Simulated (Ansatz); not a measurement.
I need an active-space calculation of CH4GeO, SMILES [CH2]1[O][GeH2]1. Use the Ansatz DFT code, driven from Python. Use: Hartree-Fock, def2-SVP basis, multiplicity 1.

```json
{"atom": "C", "x (Å)": "-0.5250", "y (Å)": "-0.4828", "z (Å)": "-0.6713"}
{"atom": "O", "x (Å)": "-0.8101", "y (Å)": "-0.5836", "z (Å)": "0.6425"}
{"atom": "Ge", "x (Å)": "0.6391", "y (Å)": "0.5056", "z (Å)": "0.4272"}
{"atom": "H", "x (Å)": "-1.2709", "y (Å)": "0.1991", "z (Å)": "-1.1799"}
{"atom": "H", "x (Å)": "-0.1921", "y (Å)": "-1.3808", "z (Å)": "-1.1602"}
{"atom": "H", "x (Å)": "0.2875", "y (Å)": "1.9422", "z (Å)": "0.9216"}
{"atom": "H", "x (Å)": "1.9328", "y (Å)": "-0.2677", "z (Å)": "0.9744"}
```

Script `ch4geo_cas.py`:
```python
import ansatz as az

BASIS = "def2-SVP"

GEOMETRY = """
C    -0.52500   -0.48280   -0.67130
O    -0.81010   -0.58360    0.64250
Ge    0.63910    0.50560    0.42720
H    -1.27090    0.19910   -1.17990
H    -0.19210   -1.38080   -1.16020
H     0.28750    1.94220    0.92160
H     1.93280   -0.26770    0.97440
"""

mol = az.Crystal.molecule()
for line in GEOMETRY.strip().splitlines():
    symbol, *xyz = line.split()
    mol = mol.atom(symbol, [float(v) for v in xyz])

calc = mol.calculation()
calc = calc.basis(gaussian=BASIS)
calc = calc.correlation(active_electrons=4, active_orbitals=4)
for method in [None]:
    summary = (calc if method is None else calc.correlation(method)).run(threads=1, pin="off").report
    space = summary["configurations"]
    state = space["states"][0]
    print(method or "casscf", f"total {summary['free_energy_ev'] / 27.211386246:.6f} Ha, active-space state {state['energy']['hartree']:.6f} Ha, mean field {summary['reference_energy_ev'] / 27.211386246:.6f} Ha")
    print("  determinants", state["n_determinants"], " natural occupations", [round(n, 3) for n in space["natural_occupations"]])
print("effectively unpaired electrons, sum of min(n, 2 - n):", round(sum(min(n, 2 - n) for n in space["natural_occupations"]), 3))
```

```console
$ python ch4geo_cas.py
casscf total -2190.032871 Ha, active-space state -2190.032871 Ha, mean field -2189.991218 Ha
  determinants 36  natural occupations [1.976, 1.945, 0.055, 0.023]
effectively unpaired electrons, sum of min(n, 2 - n): 0.157
```

Caveats:
- Total energies depend on the basis set; only differences at equal settings carry meaning.
- The geometry is a force-field or estimated start, not a minimum of this method, and the basis set is short of its limit. The active space starts as a window about the frontier orbitals and is then optimised, not chosen by chemistry.
- Timing: 11 s on 1 thread of Arm Neoverse V1, with other jobs on the host, peak memory 0.22 GiB.
